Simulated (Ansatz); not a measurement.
# GaAsH (sextet): from Hartree-Fock to the top rungs, cc-pVDZ

An exercise on one series of results from a longer session: the logs are not shown, and one member is left open.

Program: Ansatz 0.2.0, Gaussian basis. Level of theory: cc-pVDZ, core rule «outside noble gas», up to 28 orbitals frozen. These are calculated values, not measurements.

The runs, in order: UHF; CCSD(T) on ROHF; CCSD(T) on UHF; BCCD(T) on ROHF; CISD as a restricted active space (open shells left free, so some higher excitations enter); CCSDT(Q) on ROHF; CCSDT(Q) on UHF; CCSDTQ on ROHF; CCSDTQ on UHF.

14 further runs of the same task are left out: 11 for a known fault of the program, 3 set aside as unsound or not needed. Runs told in other sessions of the task aren't counted.

## What is computed

The geometry is a PBE0/def2-TZVP stationary point (not a proven minimum) of the parent state, kept for this charge and spin. No spin-orbit coupling is included. The filled d shell of Ga, As may be among the frozen orbitals whatever the setting's name suggests.

3 atoms, charge 0, spin multiplicity 6.

Atoms are counted from 1 here; the program's logs count them from 0.

Bond lengths: Ga1–As2 2.510 Å, Ga1–H3 1.618 Å. Angles: As2–Ga1–H3 115.1°.

Geometry (Å):

```xyz
3
charge 0, multiplicity 6
Ga    0.0000   -0.5055    0.5943
As    0.0000   -0.4355   -1.9147
H     0.0000    0.9410    1.3204
```

Set-up of the first run:

File in.yaml:

```yaml
crystal:
  periodic: [false, false, false]
  atoms:
    - {symbol: Ga, position_ang: [0.000000, -0.505457, 0.594301]}
    - {symbol: As, position_ang: [0.000000, -0.435519, -1.914688]}
    - {symbol: H, position_ang: [0.000000, 0.940976, 1.320387]}
basis:
  gaussian: {orbitals: cc-pVDZ}
magnetization: {spin_polarized: true, initial_magnetization: 5}
hamiltonian: {xc: hf}
output: {orbitals: {seedname: orbitals}}
```

Command:

```
ansatz run in.yaml --threads 1 --pin off --events-out ev --progress --plain --max-ram 4096MiB --backend cpu
```

Steps of the session up to this table: UHF; CCSD(T) on ROHF; CCSD(T) on UHF; BCCD(T) on ROHF; CISD as a restricted active space (open shells left free, so some higher excitations enter); CCSDT(Q) on ROHF; CCSDT(Q) on UHF; CCSDTQ on ROHF; CCSDTQ on UHF.

One of the session's tables, all rows but one given; the rest of the session is left out.

| method | from UCCSDTQ (meV) |
| --- | --- |
| ROHF | +3674.1 |
| UHF | +3569.8 |
| RMP2 | +936.1 |
| UMP2 | ? |
| RCCSD | +144.0 |
| UCCSD | +107.4 |
| RCCSD(T) | +61.0 |
| UCCSD(T) | +28.0 |
| BCCD(T) | +60.0 |
| RCCSDT | +37.1 |
| UCCSDT | +4.9 |
| RCCSDT(Q) | +33.1 |
| UCCSDT(Q) | +0.8 |
| RCCSDTQ | +32.1 |
| UCCSDTQ | 0 |

Q: Estimate the row for UMP2 from the others.

**Answer.** from UCCSDTQ (meV): +880.5. In the column «from UCCSDTQ (meV)» it lies between RCCSD (+144.0) and RMP2 (+936.1).

Caveats from the session: Restricted and unrestricted rows rest on different reference determinants; a gap between their highest levels can come from leftover correlation error, from unlike frozen cores or from another state.
